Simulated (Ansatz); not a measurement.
# In3Sb2As: the cell at several levels of theory

Aim: relax In3Sb2As as one 6-atom ordering (Imm2) on the zincblende lattice with PBE and r2SCAN and see how far the functionals disagree on the cell. This is a trial cell built on a prototype, not taken from a measured structure, and it needn't be the compound's ground state.

The runs shown are made with Ansatz 0.2.0. PAW datasets, plane waves, zero pressure. The cell comes from a prototype generator: it can be a known phase or a hypothetical one. Spin polarisation is off.

## Step 1: The structure to begin with

Space group Imm2 (No. 44), orthorhombic; a = 4.434 Å, b = 13.301 Å, c = 6.270 Å in the conventional setting, 30.82 Å³ an atom. Near As stand 4 In at 2.72 Å; near In stand 2 As at 2.72 Å and 2 Sb at 2.72 Å; near Sb stand 4 In at 2.72 Å; near In stand 3 Sb at 2.72 Å and 1 As at 2.72 Å.

Structure file:

```
CELL_PARAMETERS angstrom
-2.21690 6.65069 3.13517
2.21690 -6.65069 3.13517
2.21690 6.65069 -3.13517
ATOMIC_POSITIONS crystal
As 0.00000 0.00000 0.00000
In 0.25000 0.75000 0.50000
Sb 0.33333 0.00000 0.33333
In 0.58333 0.75000 0.83333
Sb 0.66667 0.00000 0.66667
In 0.91667 0.75000 0.16667
```

## Step 2: PBE: cell and atoms

The input, input.yaml:

```yaml
crystal:
  lattice:
    - [-2.2168970834, 6.6506912503, 3.1351659218]
    - [2.2168970834, -6.6506912503, 3.1351659218]
    - [2.2168970834, 6.6506912503, -3.1351659218]
  atoms:
    - { symbol: As, position: [0.0, 0.0, 0.0] }
    - { symbol: In, position: [0.25, 0.75, 0.5] }
    - { symbol: Sb, position: [0.3333333333, 0.0, 0.3333333333] }
    - { symbol: In, position: [0.5833333333, 0.75, 0.8333333333] }
    - { symbol: Sb, position: [0.6666666667, 0.0, 0.6666666667] }
    - { symbol: In, position: [0.9166666667, 0.75, 0.1666666667] }
kpoints:
  mp_grid: { grid: [6, 6, 6] }
hamiltonian:
  xc: pbe
scf:
  occupations: { method: fermi_dirac, width: 0.02 }
relax:
  f_tol: 0.005
  cell: {}
output:
  write_density: true
  write_potential: true
  elf: true
  volumetric_format: npy
```

Launch:

```sh
$ ansatz run input.yaml --threads 4 --pin off --max-ram 6451MiB --backend cpu --events-out ev --progress --plain --runs-dir out
```

Further steps of the session: Relaxation with r2SCAN.

Q: Predict the outcome of this session. Wanted: for each run, a; b; c; volume; space group; SCF geometries.

The runs gave:

```
 level  a (Å)   b (Å)  c (Å)  volume (Å³/atom)  space group  SCF geometries
   PBE  4.593  13.766  6.473            34.106         Imm2               6
r2SCAN  4.535  13.600  6.398            32.879         Imm2               6
```

**Reading.** The first relaxation changed the volume by +10.7 % from the start. r2SCAN gives the smallest cell and PBE the largest; they differ by 3.7 % in volume, a mean of 1.2 % in length.
